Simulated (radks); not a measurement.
# Ta³⁺ in [Kr] 4d10 4f14 5s1.75 5p6 5d2 6p0.25: an all-electron calculation

Wanted: eigenvalues, radial structure and energy terms of the tantalum ion Ta3+.

Program: radks (a radial shooting solver on a logarithmic mesh, Libxc functionals) version 1. Level of theory: Dirac Kohn-Sham, LDA (Slater exchange, Perdew-Wang correlation), spin-unpolarised, spherical densities, point nucleus; open shells are shared between the two j in proportion to 2j + 1. These are calculated values, not measurements, unless marked.

## 1. Starting point

- element: tantalum (Z = 73)
- charge: +3
- electrons: 70
- configuration: [Kr] 4d10 4f14 5s1.75 5p6 5d2 6p0.25

## 2. The run

Settings of this run:

```text
Z 73
configuration [Kr] 4d10 4f14 5s1.75 5p6 5d2 6p0.25
relativity Dirac
functional lda,pw
spin unpolarised
j_filling average
nucleus point
c 137.035999084
```

On the command line:

```sh
python run_ks.py task.json out
```

The same process makes all the runs of this session.

Q: Predict the outcome of this run.

The runs gave:

| quantity | value |
| --- | --- |
| total energy | -15614.1381 hartree |
| exchange-correlation share of it | 1.97 % |
| −T/E | 1.1225 |
| highest occupied level | 6p3/2, -20.513 eV |
| most extended occupied level | 6p3/2, <r> = 3.24 bohr |
| radius at density 0.001 e/bohr³ | 3.62 bohr |
| maxima of the radial density | 4 |

The radial density shows 4 maxima for 6 occupied principal shells; where shells overlap, one shows as a shoulder or not at all. −T/E is 1.123: with relativity the kinetic term as defined here no longer equals −E. This is not the tabulated ground configuration, so its levels and sizes aren't those of the ground state, and no measured value stands beside it.
